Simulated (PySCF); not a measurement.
# GeH7NSi: the cost of one run

The runs use PySCF 2.14.0, with density-fitted response routines of our own; the level of theory stands in each step. All values are computed, except where a source is named. Atoms are numbered from 0 throughout.

## Step 1: Starting geometry

10 atoms, charge 0, multiplicity 1; geometry from: GFN2-xTB. The atoms were then displaced at random by about 0.01 Å, so the start is not that level's minimum.

Bonds of the start (Å): N0–Si1 1.72, Si1–Ge2 2.34, N0–H3 1.02, N0–H4 1.04, Si1–H5 1.47, Si1–H6 1.47, Ge2–H7 1.47, Ge2–H8 1.49, Ge2–H9 1.51.

## Step 2: Geometry optimisation at PBE0-D3(BJ)/def2-SVP

Job settings and geometry (Å):

```
{"job": {"xc": "PBE0", "basis": "def2-SVP", "d3": "d3bj", "grid": 1, "shake": 0.01, "kind": "geom"}, "charge": 0, "multiplicity": 1}
N      1.646520     0.656540     0.497490
Si     0.634370    -0.687420     0.139700
Ge    -1.582380     0.054850     0.306950
H      2.660540     0.579480     0.511510
H      1.381130     1.571360     0.090320
H      0.859600    -1.291280    -1.182240
H      0.992030    -1.679140     1.159170
H     -2.582640    -0.977090    -0.004300
H     -1.956070     1.191570    -0.579130
H     -2.002670     0.560220     1.668220
```

Run with:

```console
$ OMP_NUM_THREADS=1 python probes_run.py task.json out
```

This one command runs all jobs of the session in turn.

**Question.** How long does this first job take on 1 thread of Arm Neoverse V1, shared host, and how much memory does it need?

About 25 s, with a peak of 0.41 GiB.
